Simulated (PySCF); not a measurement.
**The bond of SrH, level by level**

One table from this session's results is given with a row withheld; the runs are named, their logs left out.

Program: PySCF 2.14.0. Level of theory: Sr def2-TZVPP with ECP28, H def2-TZVPP, scalar-relativistic core potentials. These are calculated values, not measurements.

The first run:

A driver script around PySCF takes these settings:

```yaml
atoms: Sr, H
charge: 0
basis: Sr def2-TZVPP with ECP28, H def2-TZVPP
Hamiltonian: scalar-relativistic core potentials
basis_functions: 54
electrons_treated: 11
masses_in_u: 87.9056, 1.0078
levels: PBE0, PBE, r²SCAN, PBEsol, r²SCAN0, B97-3, TPSSh, CAM-B3LYP, HF, MP2, SCS-MP2, CCSD, CCSD(T)
grid: 80 radial by 434 angular points
occupations: held fixed by the projection of orbital angular momentum
dissociation_limit: Sr + H, each in its ground configuration
starting_distance_in_angstrom: 2.030
values_of_2S_to_try: 1, 3
```

Started as:

```
> OMP_NUM_THREADS=1 python dia.py task.json out
```

Steps of the session up to this table: The job; First curve: PBE0; Higher solutions at PBE0; PBE (GGA); r²SCAN (meta-GGA); PBEsol (GGA); r²SCAN0 (hybrid meta-GGA); B97-3; TPSSh (hybrid meta-GGA); CAM-B3LYP (range-separated hybrid); UHF; MP2 and coupled cluster.

One table of the session follows, with a row left open; its other results are not shown here.

It belongs to the step «Constants by level of theory». 

| level | Re (Å) | ωe (cm⁻¹) | De (eV) |
| --- | --- | --- | --- |
| UHF | 2.194 | 1193 | 1.43 |
| UHF-MP2 | 2.134 | 1220 | 1.46 |
| UHF-SCS-MP2 | ? | ? | ? |
| UHF-CCSD | 2.148 | 1191 | 1.63 |
| UHF-CCSD(T) | 2.147 | 1187 | 1.60 |
| PBE | 2.135 | 1177 | 1.80 |
| PBEsol | 2.129 | 1186 | 1.87 |
| r²SCAN | 2.135 | 1205 | 2.04 |
| TPSSh | 2.136 | 1216 | 2.07 |
| PBE0 | 2.133 | 1207 | 1.80 |
| r²SCAN0 | 2.135 | 1215 | 1.97 |
| B97-3 | 2.157 | 1161 | 1.68 |
| CAM-B3LYP | 2.145 | 1205 | 1.85 |

Q: Estimate the row for UHF-SCS-MP2 from the others.

**Answer.** Re (Å): 2.141; ωe (cm⁻¹): 1216; De (eV): 1.55. In the column «Re (Å)» it lies between TPSSh (2.136) and CAM-B3LYP (2.145).
